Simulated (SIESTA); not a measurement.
Runs of SIESTA 5.4.2 on HPbNO4. The typed cell holds 7 atoms: a = 3.858 Å, b = 5.535 Å, c = 6.055 Å, α = 106.62°, β = 93.97°, γ = 90.45°. The cell was built by a generator and needn't be a form met in nature.

```csv
task,level,potentials or basis,cell,gap on the mesh (eV),pressure (GPa),largest force (eV/Å)
band structure,PBE,"PseudoDojo 0.4 standard (PBE files), DZP (energy shift 0.003 Ry; two zetas on semicore shells)",as given,3.15,2.4,1.36
band structure,PBE,"PseudoDojo 0.4 standard (PBE files), TZDP (energy shift 0.003 Ry; two zetas on semicore shells)",as given,(b),3.2,2.17
band structure,PBEsol,"PseudoDojo 0.4 standard (PBEsol files), DZP (energy shift 0.003 Ry; two zetas on semicore shells)",as given,3.16,0.4,1.00
band structure,LDA,"PseudoDojo 0.4 standard (LDA files), DZP (energy shift 0.003 Ry; two zetas on semicore shells)",as given,(c),-2.0,1.06
single point,PBE,"PseudoDojo 0.4 standard (PBE files), DZP (energy shift 0.003 Ry; two zetas on semicore shells)","atoms moved at random, drawn with an rms of 0.05 Å",3.23,3.0,4.34
band structure,PBE,"PseudoDojo 0.4 standard (PBE files), SZP (energy shift 0.003 Ry)",as given,2.89,(a),4.60
band structure,PBE,"PseudoDojo 0.4 standard (PBE files), DZ (energy shift 0.003 Ry; two zetas on semicore shells)",as given,2.83,6.9,4.36
```

Alike in all rows: no spin polarisation; k mesh 7 × 5 × 5; smearing fermi-dirac 0.05 eV; grid cutoff 800 Ry; energy shift 0.003 Ry.

**Question.** Fill in the values left out.

**Answer.** (a) 6.0; (b) 3.04; (c) 3.11.

Caveats: spin-orbit coupling is left out, which as a rule narrows the gap of such compounds by several tenths of an eV; the basis of atomic orbitals isn't converged, which shifts pressures, moduli and gaps; forces of over 1 eV/Å show positions far from the minimum, so gaps and moduli don't describe the material at rest (some runs); an odd mesh through Γ misses points on the zone boundary, where band edges often lie (some runs); the basis has no polarisation orbitals (some runs).

A k mesh can miss the band edges, and the runs leave out spin-orbit coupling on Pb.
